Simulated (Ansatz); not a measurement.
# CH5GaSe: small, medium and large basis sets

One table from this session's results is given with a row withheld; the runs are named, their logs left out.

Method: one geometry, several basis sets; program: Ansatz 0.2.0, Gaussian basis.

Plan: PBE0-D4/def2-SVP; ωB97M-V/def2-SVP; PBE0-D4/def2-QZVPP; ωB97M-V/def2-QZVPP; the functionals' def2-TZVPP values are taken from earlier runs.

**The relaxed structure**

An earlier PBE0-D4 in a triple-zeta def2 set relaxation fixed the geometry.

SMILES `C[Se][GaH2]`, 8 atoms, charge 0, spin multiplicity 1.

Atoms are counted from 1 here; the program's logs count them from 0.

Bond lengths: C1–Se2 1.961 Å, C1–H4 1.088 Å, C1–H5 1.088 Å, C1–H6 1.088 Å, Se2–Ga3 2.306 Å, Ga3–H7 1.560 Å, Ga3–H8 1.566 Å. Angles: Se2–C1–H4 108.4°, Se2–C1–H5 108.4°, Se2–C1–H6 110.3°, H4–C1–H5 109.9°, H4–C1–H6 109.9°, H5–C1–H6 109.9°, C1–Se2–Ga3 100.1°, Se2–Ga3–H7 117.1°, Se2–Ga3–H8 116.4°, H7–Ga3–H8 126.5°.

The first run:

Contents of in.yaml:

```yaml
crystal:
  periodic: [false, false, false]
  atoms:
    - {symbol: C, position_ang: [-0.888659, 1.129451, -0.188497]}
    - {symbol: Se, position_ang: [1.055709, 0.879033, -0.164412]}
    - {symbol: Ga, position_ang: [1.165912, -1.390229, 0.231263]}
    - {symbol: H, position_ang: [-1.171313, 1.528281, -1.160450]}
    - {symbol: H, position_ang: [-1.153095, 1.837503, 0.594058]}
    - {symbol: H, position_ang: [-1.393457, 0.181207, -0.016121]}
    - {symbol: H, position_ang: [2.586928, -2.027465, 0.328393]}
    - {symbol: H, position_ang: [-0.202016, -2.137792, 0.375765]}
basis:
  gaussian: {orbitals: def2-SVP}
hamiltonian: {xc: pbe0, dispersion: d4}
output: {orbitals: {seedname: orbitals}}
```

Launch:

```console
$ ansatz run in.yaml --threads 4 --pin off --events-out ev --progress --plain --max-ram 10444MiB
```

Among the steps run: PBE0-D4 in def2-SVP; ωB97M-V in def2-SVP; PBE0-D4 in def2-QZVPP; ωB97M-V in def2-QZVPP.

One table of the session follows, with a row left open; its other results are not shown here.

It belongs to the step «Density functionals: the series». 

```
functional       basis  HOMO (eV)  LUMO (eV)
   PBE0-D4    def2-SVP      -6.79      -1.36
   PBE0-D4  def2-TZVPP      -6.85      -1.42
   PBE0-D4  def2-QZVPP          ?          ?
   ωB97M-V    def2-SVP      -8.86       0.36
   ωB97M-V  def2-TZVPP      -8.95       0.25
   ωB97M-V  def2-QZVPP      -8.95       0.10
```

Estimate the missing values for PBE0-D4, def2-QZVPP.

**Answer.** HOMO (eV): -6.85; LUMO (eV): -1.45.
